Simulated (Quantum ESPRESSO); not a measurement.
# NbTe (Pm-3m) in Quantum ESPRESSO: notebook

One crystal, NbTe, is run at these levels: LDA, PBE, PBEsol; tasks: phonon dispersion.

Everything below comes from runs of Quantum ESPRESSO 7.5. Logs are shortened: lines on timing, memory, paths and dates and some standing lists are left out, and cuts for length are marked.

**1. The crystal as given**

The structure is cubic, space group Pm-3m (No. 221). Conventional cell: a = 3.426 Å, b = 3.426 Å, c = 3.426 Å, α = 90.00°, β = 90.00°, γ = 90.00°. Nb (site symmetry m-3m) is surrounded by 8 Te at 2.97 Å. Te (site symmetry m-3m) has 8 Nb at 2.97 Å as nearest neighbours.

The cell was built by a generator and needn't be a form met in nature.

**2. Phonon dispersion, LDA**

pw.in reads:

```
&CONTROL
  calculation = 'scf'
  prefix = 'pwscf'
  outdir = './tmp'
  pseudo_dir = './pseudo'
  tprnfor = .true.
  tstress = .true.
  disk_io = 'low'
/
&SYSTEM
  ibrav = 0
  nat = 2
  ntyp = 2
  ecutwfc = 45
  ecutrho = 360
  nbnd = 16
  occupations = 'smearing'
  smearing = 'mv'
  degauss = 0.01469973
/
&ELECTRONS
  conv_thr = 4d-10
  electron_maxstep = 120
  mixing_beta = 0.5
/
ATOMIC_SPECIES
Nb    92.9064 nb_lda_v1.uspp.F.UPF
Te   127.6000 te_lda_v1.uspp.F.UPF
CELL_PARAMETERS angstrom
   3.4257000000    0.0000000000    0.0000000000
   0.0000000000    3.4257000000    0.0000000000
   0.0000000000    0.0000000000    3.4257000000
ATOMIC_POSITIONS crystal
Nb     0.5000000000    0.5000000000    0.5000000000
Te     0.0000000000    0.0000000000    0.0000000000
K_POINTS automatic
6 6 6 0 0 0
```

relax.in reads:

```
&CONTROL
  calculation = 'vc-relax'
  prefix = 'pwscf'
  outdir = './tmp'
  pseudo_dir = './pseudo'
  tprnfor = .true.
  tstress = .true.
  disk_io = 'low'
  nstep = 40
  forc_conv_thr = 0.0001
  etot_conv_thr = 1d-06
/
&SYSTEM
  ibrav = 0
  nat = 2
  ntyp = 2
  ecutwfc = 45
  ecutrho = 360
  nbnd = 16
  occupations = 'smearing'
  smearing = 'mv'
  degauss = 0.01469973
/
&ELECTRONS
  conv_thr = 4d-10
  electron_maxstep = 120
  mixing_beta = 0.5
/
&IONS
  ion_dynamics = 'bfgs'
/
&CELL
  cell_dynamics = 'bfgs'
  press = 0
  press_conv_thr = 0.2
/
ATOMIC_SPECIES
Nb    92.9064 nb_lda_v1.uspp.F.UPF
Te   127.6000 te_lda_v1.uspp.F.UPF
CELL_PARAMETERS angstrom
   3.4257000000    0.0000000000    0.0000000000
   0.0000000000    3.4257000000    0.0000000000
   0.0000000000    0.0000000000    3.4257000000
ATOMIC_POSITIONS crystal
Nb     0.5000000000    0.5000000000    0.5000000000
Te     0.0000000000    0.0000000000    0.0000000000
K_POINTS automatic
6 6 6 0 0 0
```

scf2.in reads:

```
&CONTROL
  calculation = 'scf'
  prefix = 'pwscf'
  outdir = './tmp'
  pseudo_dir = './pseudo'
  tprnfor = .true.
  tstress = .true.
  disk_io = 'low'
/
&SYSTEM
  ibrav = 0
  nat = 2
  ntyp = 2
  ecutwfc = 45
  ecutrho = 360
  nbnd = 16
  occupations = 'smearing'
  smearing = 'mv'
  degauss = 0.01469973
/
&ELECTRONS
  conv_thr = 1d-13
  electron_maxstep = 120
  mixing_beta = 0.5
  startingpot = 'file'
  startingwfc = 'file'
/
ATOMIC_SPECIES
Nb    92.9064 nb_lda_v1.uspp.F.UPF
Te   127.6000 te_lda_v1.uspp.F.UPF
CELL_PARAMETERS angstrom
   3.3753476970    0.0000000000    0.0000000000
   0.0000000000    3.3753476970    0.0000000000
   0.0000000000    0.0000000000    3.3753476970
ATOMIC_POSITIONS crystal
Nb     0.5000000000    0.5000000000    0.5000000000
Te     0.0000000000    0.0000000000    0.0000000000
K_POINTS automatic
6 6 6 0 0 0
```

ph.in reads:

```
phonon_bands of NbTe
&INPUTPH
  prefix = 'pwscf'
  outdir = './tmp'
  tr2_ph = 1d-18
  fildyn = 'dyn'
  niter_ph = 90
  alpha_mix(1) = 0.4
  ldisp = .true.
  nq1 = 3
  nq2 = 3
  nq3 = 3
/
```

q2r.in reads:

```
&INPUT
  fildyn = 'dyn'
  zasr = 'crystal'
  flfrc = 'fc'
/
```

matdyn.in reads:

```
&INPUT
  asr = 'crystal'
  flfrc = 'fc'
  flfrq = 'freq'
  q_in_cryst_coord = .true.
  flvec = ' '
/
80
 0.0000000000  0.0000000000  0.0000000000
 0.0000000000  0.0500000000  0.0000000000
 0.0000000000  0.1000000000  0.0000000000
 0.0000000000  0.1500000000  0.0000000000
 0.0000000000  0.2000000000  0.0000000000
 0.0000000000  0.2500000000  0.0000000000
 0.0000000000  0.3000000000  0.0000000000
 0.0000000000  0.3500000000  0.0000000000
 0.0000000000  0.4000000000  0.0000000000
 0.0000000000  0.4500000000  0.0000000000
 0.0000000000  0.5000000000  0.0000000000
 0.0500000000  0.5000000000  0.0000000000
 0.1000000000  0.5000000000  0.0000000000
 0.1500000000  0.5000000000  0.0000000000
 0.2000000000  0.5000000000  0.0000000000
 0.2500000000  0.5000000000  0.0000000000
 0.3000000000  0.5000000000  0.0000000000
 0.3500000000  0.5000000000  0.0000000000
 0.4000000000  0.5000000000  0.0000000000
 0.4500000000  0.5000000000  0.0000000000
 0.5000000000  0.5000000000  0.0000000000
 0.4642857143  0.4642857143  0.0000000000
 0.4285714286  0.4285714286  0.0000000000
 0.3928571429  0.3928571429  0.0000000000
 0.3571428571  0.3571428571  0.0000000000
 0.3214285714  0.3214285714  0.0000000000
 0.2857142857  0.2857142857  0.0000000000
 0.2500000000  0.2500000000  0.0000000000
 0.2142857143  0.2142857143  0.0000000000
 0.1785714286  0.1785714286  0.0000000000
 0.1428571429  0.1428571429  0.0000000000
 0.1071428571  0.1071428571  0.0000000000
 0.0714285714  0.0714285714  0.0000000000
 0.0357142857  0.0357142857  0.0000000000
 0.0000000000  0.0000000000  0.0000000000
 0.0277777778  0.0277777778  0.0277777778
 0.0555555556  0.0555555556  0.0555555556
 0.0833333333  0.0833333333  0.0833333333
 0.1111111111  0.1111111111  0.1111111111
 0.1388888889  0.1388888889  0.1388888889
 0.1666666667  0.1666666667  0.1666666667
 0.1944444444  0.1944444444  0.1944444444
 0.2222222222  0.2222222222  0.2222222222
 0.2500000000  0.2500000000  0.2500000000
 0.2777777778  0.2777777778  0.2777777778
 0.3055555556  0.3055555556  0.3055555556
 0.3333333333  0.3333333333  0.3333333333
 0.3611111111  0.3611111111  0.3611111111
 0.3888888889  0.3888888889  0.3888888889
 0.4166666667  0.4166666667  0.4166666667
 0.4444444444  0.4444444444  0.4444444444
 0.4722222222  0.4722222222  0.4722222222
 0.5000000000  0.5000000000  0.5000000000
 0.4666666667  0.5000000000  0.4666666667
 0.4333333333  0.5000000000  0.4333333333
 0.4000000000  0.5000000000  0.4000000000
 0.3666666667  0.5000000000  0.3666666667
 0.3333333333  0.5000000000  0.3333333333
 0.3000000000  0.5000000000  0.3000000000
 0.2666666667  0.5000000000  0.2666666667
 0.2333333333  0.5000000000  0.2333333333
 0.2000000000  0.5000000000  0.2000000000
 0.1666666667  0.5000000000  0.1666666667
 0.1333333333  0.5000000000  0.1333333333
 0.1000000000  0.5000000000  0.1000000000
 0.0666666667  0.5000000000  0.0666666667
 0.0333333333  0.5000000000  0.0333333333
 0.0000000000  0.5000000000  0.0000000000
 0.5000000000  0.5000000000  0.0000000000
 0.5000000000  0.5000000000  0.0454545455
 0.5000000000  0.5000000000  0.0909090909
 0.5000000000  0.5000000000  0.1363636364
 0.5000000000  0.5000000000  0.1818181818
 0.5000000000  0.5000000000  0.2272727273
 0.5000000000  0.5000000000  0.2727272727
 0.5000000000  0.5000000000  0.3181818182
 0.5000000000  0.5000000000  0.3636363636
 0.5000000000  0.5000000000  0.4090909091
 0.5000000000  0.5000000000  0.4545454545
 0.5000000000  0.5000000000  0.5000000000
```

matdyn_dos.in reads:

```
&INPUT
  asr = 'crystal'
  flfrc = 'fc'
  dos = .true.
  fldos = 'phdos'
  nk1 = 9
  nk2 = 9
  nk3 = 9
  deltaE = 0.5
  flvec = ' '
  flfrq = ' '
/
```

matdyn_mesh.in reads:

```
&INPUT
  asr = 'crystal'
  flfrc = 'fc'
  flfrq = 'mesh'
  q_in_cryst_coord = .true.
  flvec = ' '
/
512
 0.06250000  0.06250000  0.06250000
 0.06250000  0.06250000  0.18750000
 0.06250000  0.06250000  0.31250000
[... 509 further points of the even 8 x 8 x 8 mesh, shifted by half a step ...]
```

Potentials or basis: GBRV 1.5 LDA.

Started as:

```console
$ OMP_NUM_THREADS=1 mpirun -n 4 pw.x -nk 4 -in pw.in > pw.out
$ OMP_NUM_THREADS=1 mpirun -n 4 pw.x -nk 4 -in relax.in > relax.out
$ OMP_NUM_THREADS=1 mpirun -n 4 pw.x -nk 4 -in scf2.in > scf2.out
$ OMP_NUM_THREADS=1 mpirun -n 4 ph.x -nk 4 -in ph.in > ph.out
$ OMP_NUM_THREADS=1 mpirun -n 1 q2r.x -in q2r.in > q2r.out
$ OMP_NUM_THREADS=1 mpirun -n 1 matdyn.x -in matdyn.in > matdyn.out
$ OMP_NUM_THREADS=1 mpirun -n 1 matdyn.x -in matdyn_dos.in > matdyn_dos.out
$ OMP_NUM_THREADS=1 mpirun -n 1 matdyn.x -in matdyn_mesh.in > matdyn_mesh.out
```

pw.out:

```text
This program is part of the open-source Quantum ESPRESSO suite
     for quantum simulation of materials; please cite
[... 6 lines left out ...]
     using ibrav=0 with symmetry is DISCOURAGED, use correct ibrav instead

     K-points division:     npool     =       4
     Subspace diagonalization in iterative solution of the eigenvalue problem:
     a serial algorithm will be used

     G-vector sticks info
     --------------------
     sticks:   dense  smooth     PW     G-vecs:    dense   smooth      PW
     Sum        1201     593    185                31439    11067    1935

     Using Slab Decomposition

     bravais-lattice index     =            0
     lattice parameter (alat)  =       6.4736  a.u.
     unit-cell volume          =     271.2967 (a.u.)^3
     number of atoms/cell      =            2
     number of atomic types    =            2
     number of electrons       =        19.00
     number of Kohn-Sham states=           16
     kinetic-energy cutoff     =      45.0000  Ry
     charge density cutoff     =     360.0000  Ry
     scf convergence threshold =      4.0E-10
     mixing beta               =       0.5000
     number of iterations used =            8  plain     mixing
     Exchange-correlation= SLA  PZ   NOGX NOGC
                           (   1   1   0   0   0   0   0)

     celldm(1)=   6.473635  celldm(2)=   0.000000  celldm(3)=   0.000000
     celldm(4)=   0.000000  celldm(5)=   0.000000  celldm(6)=   0.000000

     crystal axes: (cart. coord. in units of alat)
               a(1) = (   1.000000   0.000000   0.000000 )
               a(2) = (   0.000000   1.000000   0.000000 )
               a(3) = (   0.000000   0.000000   1.000000 )

     reciprocal axes: (cart. coord. in units 2 pi/alat)
               b(1) = (  1.000000  0.000000  0.000000 )
               b(2) = (  0.000000  1.000000  0.000000 )
               b(3) = (  0.000000  0.000000  1.000000 )

     PseudoPot. # 1 for Nb read from file:
     nb_lda_v1.uspp.F.UPF
     Pseudo is Ultrasoft + core correction, Zval = 13.0
     Generated by new atomic code, or converted to UPF format
     Using radial grid of  887 points,  6 beta functions with:
                l(1) =   0
                l(2) =   0
                l(3) =   1
                l(4) =   1
                l(5) =   2
                l(6) =   2
     Q(r) pseudized with  6 coefficients,  rinner =    1.000   1.000   1.000
                                                       1.000   1.000

     PseudoPot. # 2 for Te read from file:
     te_lda_v1.uspp.F.UPF
     Pseudo is Ultrasoft + core correction, Zval =  6.0
     Generated by new atomic code, or converted to UPF format
     Using radial grid of  891 points,  5 beta functions with:
                l(1) =   0
                l(2) =   0
                l(3) =   1
                l(4) =   1
                l(5) =   2
     Q(r) pseudized with  6 coefficients,  rinner =    1.800   1.800   1.800
                                                       1.800   1.800

     atomic species   valence    mass     pseudopotential
     Nb               13.00    92.90640     Nb( 1.00)
     Te                6.00   127.60000     Te( 1.00)

     48 Sym. Ops., with inversion, found

   Cartesian axes

     site n.     atom                  positions (alat units)
         1        Nb     tau(   1) = (   0.5000000   0.5000000   0.5000000  )
         2        Te     tau(   2) = (   0.0000000   0.0000000   0.0000000  )

     number of k points=    20  Marzari-Vanderbilt smearing, width (Ry)=  0.0147
                       cart. coord. in units 2pi/alat
        k(    1) = (   0.0000000   0.0000000   0.0000000), wk =   0.0092593
        k(    2) = (   0.0000000   0.0000000   0.1666667), wk =   0.0555556
        k(    3) = (   0.0000000   0.0000000   0.3333333), wk =   0.0555556
        k(    4) = (   0.0000000   0.0000000  -0.5000000), wk =   0.0277778
        k(    5) = (   0.0000000   0.1666667   0.1666667), wk =   0.1111111
        k(    6) = (   0.0000000   0.1666667   0.3333333), wk =   0.2222222
[... 12 lines left out ...]
        k(   19) = (   0.3333333  -0.5000000  -0.5000000), wk =   0.0555556
        k(   20) = (  -0.5000000  -0.5000000  -0.5000000), wk =   0.0092593

     Dense  grid:    31439 G-vectors     FFT dimensions: (  40,  40,  40)

     Smooth grid:    11067 G-vectors     FFT dimensions: (  27,  27,  27)

     Initial potential from superposition of free atoms

     starting charge      18.9977, renormalised to      19.0000
     Starting wfcs are   17 randomized atomic wfcs

     Self-consistent Calculation

     iteration #  1     ecut=    45.00 Ry     beta= 0.50
     Davidson diagonalization with overlap
     ethr =  1.00E-02,  avg # of iterations =  3.6

     Threshold (ethr) on eigenvalues was too large:
     Diagonalizing with lowered threshold

     Davidson diagonalization with overlap
     ethr =  6.02E-04,  avg # of iterations =  1.2

     total energy              =    -144.61107294 Ry
     estimated scf accuracy    <       0.11955155 Ry

     iteration #  2     ecut=    45.00 Ry     beta= 0.50
     Davidson diagonalization with overlap
     ethr =  6.29E-04,  avg # of iterations =  2.5
[... 43 lines left out ...]
     total energy              =    -144.64785120 Ry
     estimated scf accuracy    <          8.4E-10 Ry

     iteration #  9     ecut=    45.00 Ry     beta= 0.50
     Davidson diagonalization with overlap
     ethr =  4.44E-12,  avg # of iterations =  3.2

     End of self-consistent calculation

          k = 0.0000 0.0000 0.0000 (  1357 PWs)   bands (ev):

   -40.2971 -16.3563 -16.3563 -16.3563   0.3977  12.1709  12.1709  13.6466
    13.6466  13.6466  15.8710  15.8710  15.8710  18.2325  23.1703  23.1703

          k = 0.0000 0.0000 0.1667 (  1366 PWs)   bands (ev):

   -40.2939 -16.4078 -16.3512 -16.3512   0.7208  10.6190  12.3570  13.0736
    13.0736  14.1429  15.9369  16.7105  16.7105  19.5382  21.9377  24.2964
[... 28 lines left out ...]
   -40.2783 -16.4882 -16.4816 -16.3279   2.2173   8.9418   9.7472  13.1053
    13.2933  14.7509  16.3183  16.5850  17.6404  19.3251  22.4192  25.4065

          k = 0.0000 0.3333-0.5000 (  1384 PWs)   bands (ev):

   -40.2752 -16.5321 -16.4769 -16.3236   2.5064   8.5066   9.9219  12.9346
    13.3201  14.7656  16.4148  16.8890  17.0335  18.8430  22.1552  25.2164

          k = 0.0000-0.5000-0.5000 (  1372 PWs)   bands (ev):

   -40.2721 -16.5231 -16.5231 -16.3194   2.6667   9.3362   9.3362  12.1931
    14.4341  14.4341  15.3901  15.9675  17.3492  18.8535  23.7631  23.7631

          k = 0.1667 0.1667 0.1667 (  1376 PWs)   bands (ev):

   -40.2877 -16.4023 -16.3926 -16.3926   1.2863  10.9035  10.9035  11.0734
    14.1097  14.1097  16.6584  16.7910  16.7910  21.6712  23.3642  23.3642

          k = 0.1667 0.1667 0.3333 (  1373 PWs)   bands (ev):
[... 11 lines left out ...]
   -40.2753 -16.4813 -16.4748 -16.3735   2.4441   9.1810   9.5654  11.8841
    13.7361  14.7150  15.4517  17.0925  18.2562  19.8418  22.5444  23.9822

          k = 0.1667 0.3333-0.5000 (  1394 PWs)   bands (ev):

   -40.2723 -16.5243 -16.4703 -16.3684   2.7503   8.5785   9.6378  12.4821
    13.3388  14.6548  15.0313  17.2825  18.7836  19.2342  22.4279  22.7212

          k = 0.1667-0.5000-0.5000 (  1388 PWs)   bands (ev):

   -40.2692 -16.5157 -16.5157 -16.3634   2.9665   9.0757   9.0757  12.4676
    12.8618  14.9086  14.9086  17.3757  18.2549  18.8595  22.7649  22.7649

          k = 0.3333 0.3333 0.3333 (  1409 PWs)   bands (ev):

   -40.2694 -16.4698 -16.4612 -16.4612   2.9970   9.2206   9.2206  10.5122
    14.5863  14.7944  14.7944  18.2178  18.2178  19.9875  21.7267  21.7267

          k = 0.3333 0.3333-0.5000 (  1388 PWs)   bands (ev):

   -40.2664 -16.5086 -16.4597 -16.4542   3.3561   8.6350   9.0573  10.4976
    14.4226  14.8789  15.5224  17.5674  19.5159  19.9859  20.2418  21.3789

          k = 0.3333-0.5000-0.5000 (  1388 PWs)   bands (ev):

   -40.2634 -16.5007 -16.5007 -16.4503   3.7617   8.6254   8.6254   9.7174
    14.7141  16.0291  16.0291  17.4295  18.6387  19.4000  20.8584  20.8584

          k =-0.5000-0.5000-0.5000 (  1376 PWs)   bands (ev):

   -40.2605 -16.4932 -16.4932 -16.4932   4.3758   8.4254   8.4254   8.4254
    16.8892  16.8892  16.8892  17.4568  17.4568  19.6767  19.6767  19.6767

     the Fermi energy is    14.8271 ev

!    total energy              =    -144.64785120 Ry
     estimated scf accuracy    <          1.9E-11 Ry
     smearing contrib. (-TS)   =      -0.00173341 Ry
     internal energy E=F+TS    =    -144.64611779 Ry

     The total energy is F=E-TS. E is the sum of the following terms:
     one-electron contribution =     -24.34619438 Ry
     hartree contribution      =      21.76847034 Ry
     xc contribution           =     -32.89510579 Ry
     ewald contribution        =    -109.17328797 Ry

     convergence has been achieved in   9 iterations

     Forces acting on atoms (cartesian axes, Ry/au):

     atom    1 type  1   force =     0.00000000    0.00000000    0.00000000
     atom    2 type  2   force =     0.00000000    0.00000000    0.00000000

     Total force =     0.000000     Total SCF correction =     0.000000

     Computing stress (Cartesian axis) and pressure

          total   stress  (Ry/bohr**3)                   (kbar)     P=      -63.19
  -0.00042957   0.00000000   0.00000000          -63.19        0.00        0.00
   0.00000000  -0.00042957   0.00000000            0.00      -63.19        0.00
   0.00000000   0.00000000  -0.00042957            0.00        0.00      -63.19

=------------------------------------------------------------------------------=
   JOB DONE.
=------------------------------------------------------------------------------=
```

It took 7.9 min on 4 MPI ranks of Arm Neoverse V1, shared host; peak memory 0.36 GiB.

Results:

| Property | Result |
| --- | --- |
| Free energy | -1968.0685 eV |
| Relaxed volume | 19.23 Å³/atom |
| Relaxed cell | a = 3.375 Å, b = 3.375 Å, c = 3.375 Å, α = 90.00°, β = 90.00°, γ = 90.00° |
| Space group after relaxing (to 0.05 Å) | Pm-3m (No. 221) |
| Pressure after relaxing | 0.0 GPa |
| Band gap on the k mesh | none (metal or under the smearing width) |
| Highest phonon frequency | 169 cm⁻¹ |
| Zero-point energy | 0.022 eV/atom |

Step by step:
```tsv
step	energy change (eV)	largest force (eV/Å)	pressure (GPa)	volume (Å³)
1	0.0000	0.0000	-6.32	40.20
2	-0.0332	0.0000	-1.85	38.92
3	-0.0358	0.0000	0.17	38.41
4	-0.0358	0.0000	0.00	38.46
5	-0.0358	0.0000	0.00	38.46
```

Final structure:
```xyz
2
Lattice="3.3753 0.0000 0.0000 0.0000 3.3753 0.0000 0.0000 0.0000 3.3753" Properties=species:S:1:pos:R:3 pbc="T T T"
Nb    1.6877    1.6877    1.6877
Te    0.0000    0.0000    0.0000
```

Phonon frequencies in cm⁻¹ (negative: imaginary):
```csv
q point,frequencies
"(0.000, 0.000, 0.000)",0 0 0 146 146 146
"(0.000, 0.350, 0.000)",94 94 100 151 151 157
"(0.200, 0.500, 0.000)",77 103 115 137 138 168
"(0.464, 0.464, 0.000)",45 49 69 125 159 160
"(0.214, 0.214, 0.000)",57 82 121 140 144 146
"(0.028, 0.028, 0.028)",12 12 24 146 146 146
"(0.222, 0.222, 0.222)",87 87 121 130 144 144
"(0.417, 0.417, 0.417)",88 94 94 144 150 150
"(0.367, 0.500, 0.367)",84 90 102 138 147 153
"(0.133, 0.500, 0.133)",76 122 124 125 136 167
"(0.500, 0.500, 0.091)",51 51 77 122 158 158
"(0.500, 0.500, 0.409)",91 91 96 147 152 152
```

Phonon frequencies at the corners of the path (cm⁻¹, interpolated; i marks imaginary ones):
```
point              frequencies
    Γ        0 0 0 146 146 146
    X  100 118 118 143 143 168
    M     44 44 67 125 159 159
    R     93 93 93 151 151 151
```

Phonon states per cell in windows of 10 cm⁻¹ (negative: imaginary):
```csv
from (cm⁻¹),total,Nb,Te
0,0.00,0.00,0.00
10,0.00,0.00,0.00
20,0.01,0.00,0.00
30,0.02,0.01,0.01
40,0.04,0.02,0.02
50,0.15,0.10,0.05
60,0.44,0.30,0.14
70,0.44,0.30,0.14
80,0.43,0.28,0.15
90,0.43,0.22,0.21
100,0.46,0.26,0.21
110,0.55,0.36,0.19
120,0.42,0.28,0.14
130,0.48,0.27,0.21
140,1.08,0.43,0.65
150,0.77,0.14,0.64
160,0.26,0.04,0.22
```

Harmonic thermodynamics per atom at this volume (zero-point energy 21.7 meV, Debye temperature from the second moment 225 K):
| T (K) | free energy (meV) | entropy (k_B) | heat capacity Cv (k_B) |
| --- | --- | --- | --- |
| 50 | 20.9 | 0.63 | 1.32 |
| 100 | 15.3 | 1.94 | 2.36 |
| 200 | -10.0 | 3.77 | 2.82 |
| 298.15 | -46.9 | 4.91 | 2.92 |
| 500 | -146.8 | 6.44 | 2.97 |
| 800 | -332.6 | 7.84 | 2.99 |

Caveat: the k mesh is coarse; the mesh is thin for the phonons of a metal.

(Part 1 of 3 ends here.)
